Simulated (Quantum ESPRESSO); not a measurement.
Crystal: NaTaO2.

```
Na Ta O
1.0
     1.55718    0.89904    5.65317
    -1.55718    0.89904    5.65317
     0.00000   -1.79808    5.65317
Na Ta O
1 1 2
Direct
  0.50000 0.50000 0.50000
  0.00000 0.00000 0.00000
  0.26670 0.26670 0.26670
  0.73330 0.73330 0.73330
```

The cell comes from a database or a generator and needn't be the stable form of this composition.

Program: Quantum ESPRESSO 7.5. Alike in all runs: task single point; potentials or basis PseudoDojo 0.5 SR PBE standard; spin collinear, ferromagnetic start; Ta d U = 7 eV; cell as given; k mesh 7 × 7 × 7; cutoff (eV) 1197; smearing gaussian 0.05 eV.

Task: Order these runs on this cell by their pressure, lowest first.
A. level PBEsol+U
B. level PBE+U
C. level LDA+U; form of the LDA correlation PZ81
D. level RPBE+U

Result: C (7.7 GPa), A (12.3 GPa), B (17.6 GPa), D (21.6 GPa).

Caveats: the potentials were made for another functional, which shifts forces and pressure (some runs).
